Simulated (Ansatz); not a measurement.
**Alloy of Si and Ge (28 of 64 Si sites exchanged), 64 atoms**

Aim: relax the alloy cell and compare the gap by PBEsol and HSE06.

All numbers are computed with Ansatz 0.2.0 (PAW, plane waves).

## 1. Starting point

64 atoms (36 Si, 28 Ge); a = 11.079 Å, b = 11.079 Å, c = 11.079 Å, α = 90.00°, β = 90.00°, γ = 90.00°. All atoms were shaken off their sites by about 0.02 Å along each axis.

Plan of the steps: (2) PBEsol cell relaxation at the single k point (½, ½, ½), on 1 × NVIDIA GB300 with 8 threads of Arm Neoverse-V2; (3) HSE06 single point at the Γ point alone, on 1 × NVIDIA GB300 with 8 threads of Arm Neoverse-V2.

## 2. PBEsol relaxation of the cell and the positions

in.yaml

```yaml
crystal:
  lattice:
    - [11.079245, 0.000000, 0.000000]
    - [0.000000, 11.079245, 0.000000]
    - [0.000000, 0.000000, 11.079245]
  atoms:
    - { symbol: Si, position: [0.001199, 0.003231, 0.000028] }
    - { symbol: Si, position: [0.999752, 0.998209, 0.498901] }
    - { symbol: Si, position: [0.997440, 0.499799, 0.498519] }
    - { symbol: Si, position: [0.500028, 0.999438, 0.996361] }
    - { symbol: Si, position: [0.501761, 0.495247, 0.000434] }
    - { symbol: Si, position: [0.130316, 0.124899, 0.625475] }
    - { symbol: Si, position: [0.124334, 0.622365, 0.125168] }
    - { symbol: Si, position: [0.120455, 0.626367, 0.626372] }
    - { symbol: Si, position: [0.620626, 0.624053, 0.128078] }
    - { symbol: Si, position: [0.249006, 0.246043, 0.499096] }
    - { symbol: Si, position: [0.247327, 0.750062, 0.001475] }
    - { symbol: Si, position: [0.750857, 0.251482, 0.000227] }
    - { symbol: Si, position: [0.745105, 0.252107, 0.503186] }
    - { symbol: Si, position: [0.746152, 0.746067, 0.002466] }
    - { symbol: Si, position: [0.375533, 0.874691, 0.126640] }
    - { symbol: Si, position: [0.875197, 0.373552, 0.127246] }
    - { symbol: Si, position: [0.875502, 0.878572, 0.125105] }
    - { symbol: Si, position: [0.249785, 0.002617, 0.750152] }
    - { symbol: Si, position: [0.250532, 0.496083, 0.747512] }
    - { symbol: Si, position: [0.752110, 0.999708, 0.749314] }
    - { symbol: Si, position: [0.755579, 0.499865, 0.249774] }
    - { symbol: Si, position: [0.377432, 0.125315, 0.375786] }
    - { symbol: Si, position: [0.373596, 0.125137, 0.874307] }
    - { symbol: Si, position: [0.376261, 0.625290, 0.374976] }
    - { symbol: Si, position: [0.376333, 0.628465, 0.877355] }
    - { symbol: Si, position: [0.874047, 0.625418, 0.376330] }
    - { symbol: Si, position: [0.875248, 0.626023, 0.878431] }
    - { symbol: Si, position: [0.000492, 0.250119, 0.247761] }
    - { symbol: Si, position: [0.001072, 0.249729, 0.749976] }
    - { symbol: Si, position: [0.500018, 0.254776, 0.747184] }
    - { symbol: Si, position: [0.499958, 0.749858, 0.746403] }
    - { symbol: Si, position: [0.123528, 0.374501, 0.375563] }
    - { symbol: Si, position: [0.124274, 0.377575, 0.874133] }
    - { symbol: Si, position: [0.626477, 0.377199, 0.876619] }
    - { symbol: Si, position: [0.626223, 0.875806, 0.375406] }
    - { symbol: Si, position: [0.625496, 0.873780, 0.877021] }
    - { symbol: Ge, position: [0.999485, 0.499492, 0.000829] }
    - { symbol: Ge, position: [0.500661, 0.999579, 0.499703] }
    - { symbol: Ge, position: [0.500846, 0.502470, 0.502187] }
    - { symbol: Ge, position: [0.125801, 0.122752, 0.124518] }
    - { symbol: Ge, position: [0.623649, 0.127362, 0.124011] }
    - { symbol: Ge, position: [0.624824, 0.126646, 0.625039] }
    - { symbol: Ge, position: [0.627699, 0.626025, 0.621646] }
    - { symbol: Ge, position: [0.248521, 0.246567, 0.003429] }
    - { symbol: Ge, position: [0.248142, 0.752778, 0.498012] }
    - { symbol: Ge, position: [0.750436, 0.748807, 0.501169] }
    - { symbol: Ge, position: [0.372914, 0.376503, 0.122592] }
    - { symbol: Ge, position: [0.376235, 0.376188, 0.625101] }
    - { symbol: Ge, position: [0.372849, 0.874260, 0.626328] }
    - { symbol: Ge, position: [0.873997, 0.374394, 0.624355] }
    - { symbol: Ge, position: [0.875970, 0.874918, 0.626833] }
    - { symbol: Ge, position: [0.250957, 0.999838, 0.247734] }
    - { symbol: Ge, position: [0.249755, 0.498780, 0.250940] }
    - { symbol: Ge, position: [0.748656, 0.999263, 0.248441] }
    - { symbol: Ge, position: [0.749281, 0.502074, 0.749772] }
    - { symbol: Ge, position: [0.874960, 0.124483, 0.372258] }
    - { symbol: Ge, position: [0.877713, 0.126136, 0.875074] }
    - { symbol: Ge, position: [0.000623, 0.749758, 0.248793] }
    - { symbol: Ge, position: [0.000106, 0.750931, 0.751720] }
    - { symbol: Ge, position: [0.500079, 0.251392, 0.250213] }
    - { symbol: Ge, position: [0.502862, 0.747357, 0.251228] }
    - { symbol: Ge, position: [0.123954, 0.873286, 0.374273] }
    - { symbol: Ge, position: [0.126503, 0.871774, 0.876877] }
    - { symbol: Ge, position: [0.626522, 0.373984, 0.380446] }
kpoints:
  mp_grid: { grid: [1, 1, 1], shift: [0.5, 0.5, 0.5] }
hamiltonian:
  xc: pbesol
scf:
  occupations: { method: fermi_dirac, width: 0.01 }
relax:
  f_tol: 0.03
  max_steps: 80
  escape_saddle: false
  adjacent_minimum: "off"
  cell: { fix: [shape] }
output:
  forces: true
  eigenvalues: true
  populations: true
```

After this run come: HSE06 single point.

**Question.** What will these runs give? Wanted: for each run, top filled to lowest empty.

The runs gave:

| level | time | k points | top filled to lowest empty (eV) |
| --- | --- | --- | --- |
| PBEsol, relaxation | 5.2 s (GPU) | (½, ½, ½) | 1.72 |
| HSE06 | 28 s (GPU) | Γ | 1.19 |

```
     quantity                                                                         value
   relaxation                                              4 recorded steps, 1.10 eV gained
largest shift                                                                 0.11 Å (Si31)
 relaxed cell  a = 11.068 Å, b = 11.068 Å, c = 11.068 Å, α = 90.00°, β = 90.00°, γ = 90.00°
   mean bonds                                       Ge–Ge 2.442, Ge–Si 2.399, Si–Si 2.366 Å
```

**In words.** The relaxation lowers the energy by 1.10 eV; the largest shift is 0.11 Å (Si31), while the volume changes by -0.3 %. The mean lengths of the listed bonds run from Si–Si 2.37 Å to Ge–Ge 2.44 Å. Rows on different k points differ by sampling as well as by level. No spin–orbit coupling is included; with elements this heavy it would shift the edges. With one k point the spacing samples only the states that fold onto it, so it can exceed the gap over the zone.
